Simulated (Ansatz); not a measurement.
**AlH₅N₂Si: a ladder of functionals and wavefunction methods**

Aim: compute AlH₅N₂Si with functionals from several rungs and with coupled cluster, and see how far each lands from CCSD(T) at the basis-set limit for the atomisation energy.

Program: Ansatz 0.2.0, Gaussian basis. Level of theory: functionals in def2-TZVPP, the program's frozen cores in correlated methods. These are calculated values, not measurements.

Levels to be run: LDA (SPW92), PBE-D4, revPBE-D4, BLYP-D4, r2SCAN-D4, B97M-V, PBE0-D4, B3LYP-D4, r2SCANh-D4, r2SCAN0-D4, HSE06-D4, BHLYP-D4, CAM-B3LYP-D4, LC-ωPBE, ωB97X-V, ωB97M-V, B2PLYP, PBE-QIDH; CCSD(T)/def2-SVP; CCSD(T)/def2-TZVPP; MP2/def2-QZVPP; extrapolation to the limit; RPA on PBE.

## Step 1: The relaxed structure

The geometry comes from an earlier relaxation with PBE0-D4 in a triple-zeta def2 set; it is a stationary point, not always the lowest conformer.

SMILES `[NH2][Al]1[NH][SiH2]1`, 9 atoms, charge 0, spin multiplicity 1.

Atoms are counted from 1 here; the program's logs count them from 0.

Bond lengths: N1–Al2 1.760 Å, N1–H5 1.007 Å, N1–H6 1.006 Å, Al2–N3 1.774 Å, Al2–Si4 2.292 Å, N3–Si4 1.764 Å, N3–H7 1.009 Å, Si4–H8 1.494 Å, Si4–H9 1.494 Å. Angles: Al2–N1–H5 125.2°, Al2–N1–H6 124.4°, H5–N1–H6 110.5°, N1–Al2–N3 137.8°, N1–Al2–Si4 172.8°, N3–Al2–Si4 49.4°, Al2–N3–Si4 80.8°, Al2–N3–H7 150.0°, Si4–N3–H7 129.3°, Al2–Si4–N3 49.8°, Al2–Si4–H8 126.9°, Al2–Si4–H9 126.9°, N3–Si4–H8 116.3°, N3–Si4–H9 116.3°, H8–Si4–H9 105.6°.

## Step 2: LDA

This LDA is Slater exchange with PW92 correlation.

File in.yaml:

```yaml
crystal:
  periodic: [false, false, false]
  atoms:
    - {symbol: N, position_ang: [-0.544395, 1.930450, -1.184747]}
    - {symbol: Al, position_ang: [-0.284442, 0.476531, -0.228109]}
    - {symbol: N, position_ang: [1.020743, -0.689007, 0.061067]}
    - {symbol: Si, position_ang: [-0.216545, -1.382813, 1.110382]}
    - {symbol: H, position_ang: [0.137428, 2.353790, -1.793293]}
    - {symbol: H, position_ang: [-1.402568, 2.455996, -1.197651]}
    - {symbol: H, position_ang: [1.961428, -1.007565, -0.114199]}
    - {symbol: H, position_ang: [-0.685746, -2.757626, 0.759767]}
    - {symbol: H, position_ang: [0.102496, -1.425956, 2.569679]}
basis:
  gaussian: {orbitals: def2-TZVPP}
hamiltonian: {xc: lda}
output: {orbitals: {seedname: orbitals}}
```

On the command line:

```
$ ansatz run in.yaml --threads 2 --pin off --events-out ev --progress --plain --max-ram 4352MiB
```

The runs that follow: PBE-D4 (GGA); revPBE-D4 (GGA); BLYP-D4 (GGA); r2SCAN-D4 (meta-GGA); B97M-V (meta-GGA); PBE0-D4 (hybrid); B3LYP-D4 (hybrid); r2SCANh-D4 (hybrid); r2SCAN0-D4 (hybrid); HSE06-D4 (hybrid); BHLYP-D4 (hybrid); CAM-B3LYP-D4 (range-separated); LC-ωPBE (range-separated); ωB97X-V (range-separated); ωB97M-V (range-separated); B2PLYP (double hybrid); PBE-QIDH (double hybrid); CCSD(T) in def2-SVP; CCSD(T) in def2-TZVPP; MP2 in def2-QZVPP; RPA on PBE orbitals.

Before running them: what should the planned runs give, taken together? Wanted: atomisation energy, CCSD(T)/CBS; farthest beyond LDA; mean size of error, GGA; mean size of error, meta-GGA; mean size of error, hybrid; mean size of error, range-separated; mean size of error, double hybrid; gap, smallest and largest; T1 diagnostic.

**Answer**, as computed:

| quantity | value |
| --- | --- |
| atomisation energy, CCSD(T)/CBS | 2898.8 kJ/mol |
| functionals within 14.5 kJ/mol (0.5 %) | BLYP-D4, r2SCAN-D4, B97M-V, B3LYP-D4, CAM-B3LYP-D4, ωB97M-V |
| farthest beyond LDA | BHLYP-D4 (-93.2 kJ/mol) |
| mean size of error, GGA | 25.7 kJ/mol |
| mean size of error, meta-GGA | 11.2 kJ/mol |
| mean size of error, hybrid | 41.0 kJ/mol |
| mean size of error, range-separated | 15.5 kJ/mol |
| mean size of error, double hybrid | 46.4 kJ/mol |
| gap, smallest and largest | 3.59 eV (LDA (SPW92)), 10.02 eV (LC-ωPBE) |
| T1 diagnostic | 0.0128 |
| triples share of the correlation energy | 4.0 % |

What this shows: LDA overbinds by 403.5 kJ/mol (14 %). PBE-D4 is off by +33.7 kJ/mol. Double hybrids carry the basis error of their MP2 part in triple zeta, and no dispersion term here, so their miss is partly the set-up's. Taken by rung, meta-GGA functionals do best (11.2 kJ/mol on average) and double hybrid ones worst beyond LDA (46.4 kJ/mol). The gap between the best rungs is small, so their order is not settled. The reference freezes the cores and leaves out relativity and excitations past (T), so misses under about 14.5 kJ/mol can't be ranked. Hartree-Fock recovers 67 % of the binding; the rest is correlation. CCSD(T) in def2-SVP is off by -265.2 kJ/mol, so the small basis spoils what the method gains. The gap grows from 3.6 to 10.0 eV across the functionals, mostly with the share of exact exchange.
